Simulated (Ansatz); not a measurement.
## H₆N₃P, SMILES NP(N)N: energies of removing a hydrogen, step by step

Computed with the Python package of Ansatz (0.2.0).

Run as a notebook:

**Cell 1**
```python
import ansatz as az
```

**Cell 2**
```python
def energy_of(molecule, charge=0, unpaired=0):
    calc = molecule.calculation().basis(gaussian='def2-TZVP').functional('b3lyp')
    if charge:
        calc = calc.charge(charge)
    if unpaired:
        calc = calc.spin('collinear', total=unpaired)
    return calc.run(threads=1).report['free_energy_ev']
```

**Cell 3**
```python
def without(molecule, index):
    rest = az.Crystal.molecule()
    for i, site in enumerate(molecule.cartesian_sites):
        if i != index:
            rest = rest.atom(site.symbol, site.position_ang)
    return rest

molecule = (
    az.Crystal.molecule()
    .atom('N', [-0.913, -0.0813, -1.1023])
    .atom('P', [0.5691, -0.2402, -0.4966])
    .atom('N', [0.2228, -1.3235, 0.7213])
    .atom('N', [0.8644, 1.167, 0.3878])
    .atom('H', [-1.0347, 0.7671, -1.7392])
    .atom('H', [-1.642, 0.0951, -0.3695])
    .atom('H', [1.1305, -1.4835, 1.2799])
    .atom('H', [0.0493, -2.2129, 0.33])
    .atom('H', [0.0781, 1.2647, 1.1487])
    .atom('H', [0.7585, 1.9964, -0.1572])
)

whole = energy_of(molecule, 0)
hydrogen = energy_of(az.Crystal.molecule().atom('H', (0, 0, 0)), 0, 1)
print(f'E(molecule) = {whole:.5f} eV, E(H) = {hydrogen:.5f} eV')
for index in [9]:
    radical = energy_of(without(molecule, index), 0, 1)
    print(f'H{index}: homolysis {(radical + hydrogen - whole):.3f} eV')
```
Output:
```text
E(molecule) = -13859.65243 eV, E(H) = -13.66431 eV
H9: homolysis 4.770 eV
```

Caveats:
- Total energies depend on the basis set; only differences at equal settings carry meaning.
- The geometry is a force-field or estimated start, not a minimum of this method, and the basis set is short of its limit. All parts are taken at fixed geometry, without zero-point energy.
- b3lyp holds the VWN-RPA fit, as in Gaussian; the form of ORCA and Turbomole is b3lyp5.
- It ran for 26 s on 1 thread of Arm Neoverse V1, with other jobs on the host, peak memory 0.43 GiB.
